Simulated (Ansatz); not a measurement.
# InAs (zincblende type): the cost of one run

Program: Ansatz 0.2.0. Level of theory: DFT PBE, with the methods named in each step. These are calculated values, not measurements.

**1. Starting point**

Symmetry: F-43m, No. 216, cubic system. Conventional cell: a = 6.214 Å, b = 6.214 Å, c = 6.214 Å, α = 90.00°, β = 90.00°, γ = 90.00°. Around In (site symmetry -43m) lie 4 As at 2.69 Å. As (site symmetry -43m) is surrounded by 4 In at 2.69 Å.

Structure file:

```
CELL_PARAMETERS angstrom
0.00000 3.10723 3.10723
3.10723 0.00000 3.10723
3.10723 3.10723 0.00000
ATOMIC_POSITIONS crystal
In 0.00000 0.00000 0.00000
As 0.25000 0.25000 0.25000
```

Whether this phase is the stable one at these pressures isn't tested.

Atoms are numbered in the order of the input: In1, As2.

**2. Cell relaxed at zero pressure, PAW**

input.yaml reads:

```yaml
crystal:
  lattice:
    - [0.0, 3.107232506, 3.107232506]
    - [3.107232506, 0.0, 3.107232506]
    - [3.107232506, 3.107232506, 0.0]
  atoms:
    - { symbol: In, position: [0.0, 0.0, 0.0] }
    - { symbol: As, position: [0.25, 0.25, 0.25] }
kpoints:
  mp_grid: { grid: [11, 11, 11] }
scf:
  occupations: { method: fermi_dirac, width: 0.08 }
hamiltonian:
  xc: pbe
  pseudopotentials: { kind: paw }
output:
  forces: true
  stress: true
relax:
  f_tol: 0.005
  max_steps: 40
  cell: {}
```

Launch:

```console
$ ansatz run input.yaml --threads 1 --pin off --max-ram 2048MiB --backend cpu --events-out ev --progress --plain --runs-dir out
```

**Question.** How long does this run take on 1 thread of Intel Xeon 6975P-C (Granite Rapids), shared host, and how much memory does it need?

About 15 s, with a peak of 0.45 GiB.
